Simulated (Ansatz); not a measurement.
# TiSi16: the cost of one run

All numbers below are computed with Ansatz 0.2.0 (DFT PBE, plane waves, PAW, scalar-relativistic, no spin polarisation).

## (1) The starting structure

The cell holds 17 atoms (Si16Ti): a = 7.679 Å, b = 7.679 Å, c = 7.679 Å, α = 60.00°, β = 60.00°, γ = 60.00°.

Its coordinates follow in the input file.

## (2) End point A

input.yaml

```yaml
crystal:
  lattice:
    - [0.0, 5.43, 5.43]
    - [5.43, 0.0, 5.43]
    - [5.43, 5.43, 0.0]
  atoms:
    - { symbol: Si, position: [0.0, 0.0, 0.0] }
    - { symbol: Si, position: [0.125, 0.125, 0.125] }
    - { symbol: Si, position: [0.0, 0.0, 0.5] }
    - { symbol: Si, position: [0.125, 0.125, 0.625] }
    - { symbol: Si, position: [0.0, 0.5, 0.0] }
    - { symbol: Si, position: [0.125, 0.625, 0.125] }
    - { symbol: Si, position: [0.0, 0.5, 0.5] }
    - { symbol: Si, position: [0.125, 0.625, 0.625] }
    - { symbol: Si, position: [0.5, 0.0, 0.0] }
    - { symbol: Si, position: [0.625, 0.125, 0.125] }
    - { symbol: Si, position: [0.5, 0.0, 0.5] }
    - { symbol: Si, position: [0.625, 0.125, 0.625] }
    - { symbol: Si, position: [0.5, 0.5, 0.0] }
    - { symbol: Si, position: [0.625, 0.625, 0.125] }
    - { symbol: Si, position: [0.5, 0.5, 0.5] }
    - { symbol: Si, position: [0.625, 0.625, 0.625] }
    - { symbol: Ti, position: [0.8707506, 0.3850424, 0.8707773] }
basis:
  ecutwfc: 420.0
kpoints:
  mp_grid: { grid: [2, 2, 2] }
hamiltonian:
  xc: pbe
  pseudopotentials: { kind: paw, azcp: { folder: soft_1 } }
scf:
  occupations: { method: fermi_dirac, width: 0.05 }
  lower_state_search: "off"
relax:
  f_tol: 0.03
  max_steps: 60
  adjacent_minimum: "off"
output:
  write_density: true
  write_potential: true
  elf: true
  volumetric_format: npy
```

The run is started by

```console
> ansatz run input.yaml --threads 1 --pin off --max-ram 3072MiB --backend cpu --events-out ev --progress --plain --runs-dir out
```

Q: Estimate wall time and peak memory on 1 thread of Arm Neoverse V1, shared host.

About 35 s, with a peak of 0.56 GiB.
